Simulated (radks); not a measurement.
# Sm⁺ in [Kr] 4d10 4f6 5s1.75 5p6 6s1 5f0.25: an all-electron calculation

Wanted: eigenvalues, radial structure and energy terms of the samarium ion Sm+.

Method: scalar-relativistic Kohn-Sham, RPBE, spin-polarised, spherical densities, point nucleus; open shells are filled with parallel spins first. Code: radks (a radial shooting solver on a logarithmic mesh, Libxc functionals) version 1.

### 1 What is computed

```
element       : samarium (Z = 62)
charge        : +1
electrons     : 61
configuration : [Kr] 4d10 4f6 5s1.75 5p6 6s1 5f0.25
```

### 2 The calculation

The run's settings:

```text
Z 62
configuration [Kr] 4d10 4f6 5s1.75 5p6 6s1 5f0.25 5d0 6p0
relativity scalar-relativistic
functional rpbe,pbe
spin polarised
nucleus point
c 137.035999084
```

What does the calculation give?

As calculated:

```
                        quantity                   value
                    total energy     -10427.2029 hartree
exchange-correlation share of it                  2.26 %
                            −T/E                  1.0690
          highest occupied level        5f up, -1.827 eV
    most extended occupied level  5f up, <r> = 10.2 bohr
 radius at density 0.001 e/bohr³               4.49 bohr
    maxima of the radial density                       4
```

6 principal shells are occupied and 4 maxima appear in the radial density; where shells overlap, one shows as a shoulder or not at all. Relativity lifts −T/E to 1.069. This is not the tabulated ground configuration, so its levels and sizes aren't those of the ground state, and no measured value stands beside it.
